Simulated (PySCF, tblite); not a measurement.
**C₉H₈F₂: geometry, infrared bands and NMR shifts**

Wanted: the infrared bands and NMR shifts of C₉H₈F₂ (`FCc1cccc2c1C[C@H]2F`), by calculation.

The runs use tblite 0.8.0 and PySCF 2.14.0, with density-fitted response routines of our own; the level of theory stands in each step. All values are computed, except where a source is named. Atoms count from 0, in the outputs and in this text.

**1. The starting structure**

19 atoms, charge 0, multiplicity 1; geometry from: force field or distance geometry start.

Bonds of the start (Å): F0–C1 1.35, C1–C2 1.50, C2–C3 1.42, C3–C4 1.40, C4–C5 1.39, C5–C6 1.37, C6–C7 1.37, C7–C8 1.51, C8–C9 1.56, C9–F10 1.36, C7–C2 1.38, C9–C6 1.50, C1–H11 1.11, C1–H12 1.08, C3–H13 1.08, C4–H14 1.10, C5–H15 1.09, C8–H16 1.09, C8–H17 1.10, C9–H18 1.10.

**2. Optimising the geometry with GFN2-xTB**

The job: settings as JSON, then the geometry in Å.

```
{"job": {"kind": "relax", "xc": "GFN2-xTB", "basis": "xTB"}, "charge": 0, "multiplicity": 1}
F     -3.257900    -1.296500     0.079200
C     -1.933700    -1.545500    -0.002200
C     -1.076700    -0.316900    -0.006800
C     -1.644200     0.977600    -0.118600
C     -0.827200     2.115900    -0.136300
C      0.559100     2.003700    -0.082300
C      1.088800     0.739700     0.013400
C      0.297400    -0.378200     0.053200
C      1.462700    -1.326900     0.143500
C      2.361900    -0.049300     0.126500
F      3.130900     0.116000    -0.979900
H     -1.677100    -2.170100     0.876400
H     -1.763900    -2.128600    -0.894800
H     -2.720600     1.088100    -0.168200
H     -1.289100     3.108800    -0.222000
H      1.200900     2.880300    -0.097200
H      1.611300    -1.990500    -0.707500
H      1.532700    -1.918600     1.062600
H      2.934800     0.100100     1.053400
```

Launch:

```console
> OMP_NUM_THREADS=1 python probes_run.py task.json out
```

One launch serves the whole session: the jobs run in the order shown.

**Question.** This job is followed by: GFN2-xTB harmonic vibrations, gas phase; GIAO PBE0/pcSseg-1 NMR shielding, non-relativistic, gas phase. What will the session give for the following? strongest single infrared mode (GFN2-xTB); zero-point energy (GFN2-xTB); 13C shifts against TMS (PBE0/pcSseg-1); 1H shifts against TMS (PBE0/pcSseg-1); 19F shifts against CFCl3 (PBE0/pcSseg-1).

**Answer**, as computed:

```
                                 quantity                                                           value
strongest single infrared mode (GFN2-xTB)                                            1109 cm⁻¹, 96 km/mol
             zero-point energy (GFN2-xTB)                                                   89.6 kcal/mol
   13C shifts against TMS (PBE0/pcSseg-1)  150.9, 142.3, 139.8, 133.7, 130.3, 127.3, 90.9, 84.7, 40.2 ppm
    1H shifts against TMS (PBE0/pcSseg-1)              7.90, 7.71, 7.55, 6.11, 5.99, 5.90, 3.53, 3.35 ppm
 19F shifts against CFCl3 (PBE0/pcSseg-1)                                              -200.4, -270.8 ppm
```

**Reading.** Relaxing lowered the energy by 0.124 eV in 45 steps; the close pair that moved most is C6–C7, from 1.370 to 1.393 Å. All 51 modes are real, so the xTB geometry is a minimum. The strongest single mode, at 1109 cm⁻¹, has its largest shares on C9, H18, F10 and H17 (the list is cut at 4 atoms). Unscaled tight-binding wavenumbers are off by several per cent, some by more. Its intensities can rank the bands wrongly. NICS(1)zz of -28 ppm above the planar ring from C2 marks a diatropic (aromatic) ring current.
